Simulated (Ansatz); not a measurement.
# Rb3GaBr6: the cost of one run

Computed with Ansatz 0.2.0 (DFT r2SCAN, scalar-relativistic, plane waves, PAW).

1 further run of the same task is left out (set aside as unsound or not needed).

## 1. The structure to begin with

It takes space group Fm-3m (No. 225, cubic). The conventional cell has a = 11.624 Å, b = 11.624 Å, c = 11.624 Å, α = 90.00°, β = 90.00°, γ = 90.00°. Rb (site symmetry -43m) is surrounded by 12 Br at 4.12 Å. Around Rb (site symmetry m-3m) lie 6 Br at 3.24 Å. Around Ga (site symmetry m-3m) lie 6 Br at 2.57 Å. Br (site symmetry 4mm) has 1 Ga at 2.57 Å and 1 Rb at 3.24 Å as nearest neighbours.

Structure file:

```cif
data_structure
_symmetry_space_group_name_H-M 'P 1'
_symmetry_Int_Tables_number 1
_cell_length_a 8.2193
_cell_length_b 8.2193
_cell_length_c 8.2193
_cell_angle_alpha 60.000
_cell_angle_beta 60.000
_cell_angle_gamma 60.000
_cell_volume 392.64
loop_
_atom_site_label
_atom_site_type_symbol
_atom_site_fract_x
_atom_site_fract_y
_atom_site_fract_z
_atom_site_occupancy
Rb1 Rb 0.75000 0.75000 0.75000 1
Rb2 Rb 0.25000 0.25000 0.25000 1
Rb3 Rb 0.50000 0.50000 0.50000 1
Ga1 Ga 0.00000 0.00000 0.00000 1
Br1 Br 0.77899 0.22101 0.22101 1
Br2 Br 0.22101 0.22101 0.77899 1
Br3 Br 0.22101 0.77899 0.77899 1
Br4 Br 0.22101 0.77899 0.22101 1
Br5 Br 0.77899 0.22101 0.77899 1
Br6 Br 0.77899 0.77899 0.22101 1
```

The structure comes from the Materials Project (structure only).

## 2. Functional and cell changed: r2SCAN

The change: strain xx, yy, zz, yz, xz, xy = -0.1, -0.1, -0.1, +0.0, +0.0, +0.0 %; atoms moved by 0.10 Å root mean square, at most 0.13 Å.

Input file input.yaml:

```yaml
crystal:
  lattice:
    - [0.0, 5.8047451795, 5.8047451795]
    - [5.8047451795, 0.0, 5.8047451795]
    - [5.8047451795, 5.8047451795, 0.0]
  atoms:
    - { symbol: Rb, position: [0.75, 0.75, 0.75] }
    - { symbol: Rb, position: [0.25, 0.25, 0.25] }
    - { symbol: Rb, position: [0.5, 0.5, 0.5] }
    - { symbol: Ga, position: [0.0, 0.0, 0.0] }
    - { symbol: Br, position: [0.7678876243, 0.2321123757, 0.2321123757] }
    - { symbol: Br, position: [0.2321123757, 0.2321123757, 0.7678876243] }
    - { symbol: Br, position: [0.2321123757, 0.7678876243, 0.7678876243] }
    - { symbol: Br, position: [0.2321123757, 0.7678876243, 0.2321123757] }
    - { symbol: Br, position: [0.7678876243, 0.2321123757, 0.7678876243] }
    - { symbol: Br, position: [0.7678876243, 0.7678876243, 0.2321123757] }
basis:
  ecutwfc: 500
kpoints:
  mp_grid: { grid: [4, 4, 4] }
hamiltonian:
  xc: r2scan
scf:
  occupations: { method: gaussian, width: 0.02 }
output:
  forces: true
  stress: true
  eigenvalues: true
  populations: true
```

On the command line:

```console
> ansatz run input.yaml --threads 2 --pin off --max-ram 3584MiB --backend cpu --events-out ev --progress --plain --runs-dir out
```

What time and memory should one allow on 2 threads of Arm Neoverse V2, shared host?

About 13 s, with a peak of 1.6 GiB.
